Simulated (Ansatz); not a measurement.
# GaGeH5O: basis-set convergence

An exercise on one series of results from a longer session: the logs are not shown, and one member is left open.

Method: one geometry, several basis sets; program: Ansatz 0.2.0, Gaussian basis.

The runs, in order: PBE0-D4/def2-SVP; ωB97M-V/def2-SVP; PBE0-D4/def2-QZVPP; ωB97M-V/def2-QZVPP; the functionals' def2-TZVPP values are taken from earlier runs.

## Structure used throughout

An earlier PBE0-D4 in a triple-zeta def2 set relaxation fixed the geometry.

SMILES `[OH][GaH][GeH3]`, 8 atoms, charge 0, spin multiplicity 1.

Atoms are counted from 1 here; the program's logs count them from 0.

Bond lengths: O1–Ga2 1.791 Å, O1–H4 0.959 Å, Ga2–Ge3 2.443 Å, Ga2–H5 1.563 Å, Ge3–H6 1.540 Å, Ge3–H7 1.540 Å, Ge3–H8 1.540 Å. Angles: Ga2–O1–H4 114.3°, O1–Ga2–Ge3 118.2°, O1–Ga2–H5 112.9°, Ge3–Ga2–H5 128.9°, Ga2–Ge3–H6 111.0°, Ga2–Ge3–H7 111.1°, Ga2–Ge3–H8 111.8°, H6–Ge3–H7 107.3°, H6–Ge3–H8 107.7°, H7–Ge3–H8 107.7°.

Set-up of the first run:

in.yaml

```yaml
crystal:
  periodic: [false, false, false]
  atoms:
    - {symbol: O, position_ang: [-1.874072, 0.835120, -1.167894]}
    - {symbol: Ga, position_ang: [-0.115426, 0.877134, -0.833321]}
    - {symbol: Ge, position_ang: [0.789815, -0.707410, 0.790866]}
    - {symbol: H, position_ang: [-2.354631, 0.171501, -0.668707]}
    - {symbol: H, position_ang: [0.634745, 1.969049, -1.662406]}
    - {symbol: H, position_ang: [1.465204, 0.027671, 1.963168]}
    - {symbol: H, position_ang: [1.853414, -1.614451, 0.145365]}
    - {symbol: H, position_ang: [-0.306949, -1.615715, 1.377127]}
basis:
  gaussian: {orbitals: def2-SVP}
hamiltonian: {xc: pbe0, dispersion: d4}
output: {orbitals: {seedname: orbitals}}
```

Among the steps run: PBE0-D4 in def2-SVP; ωB97M-V in def2-SVP; PBE0-D4 in def2-QZVPP; ωB97M-V in def2-QZVPP.

One of the session's tables, all rows but one given; the rest of the session is left out.

It belongs to the step «Density functionals: the series». 

| functional | basis | HOMO (eV) | LUMO (eV) |
| --- | --- | --- | --- |
| PBE0-D4 | def2-SVP | -7.61 | -1.43 |
| PBE0-D4 | def2-TZVPP | -7.67 | -1.52 |
| PBE0-D4 | def2-QZVPP | -7.69 | -1.56 |
| ωB97M-V | def2-SVP | -9.62 | 0.36 |
| ωB97M-V | def2-TZVPP | ? | ? |
| ωB97M-V | def2-QZVPP | -9.73 | 0.07 |

Estimate the missing values for ωB97M-V, def2-TZVPP.

**Answer.** HOMO (eV): -9.71; LUMO (eV): 0.21. In the column «HOMO (eV)» it lies between ωB97M-V, def2-QZVPP (-9.73) and ωB97M-V, def2-SVP (-9.62).
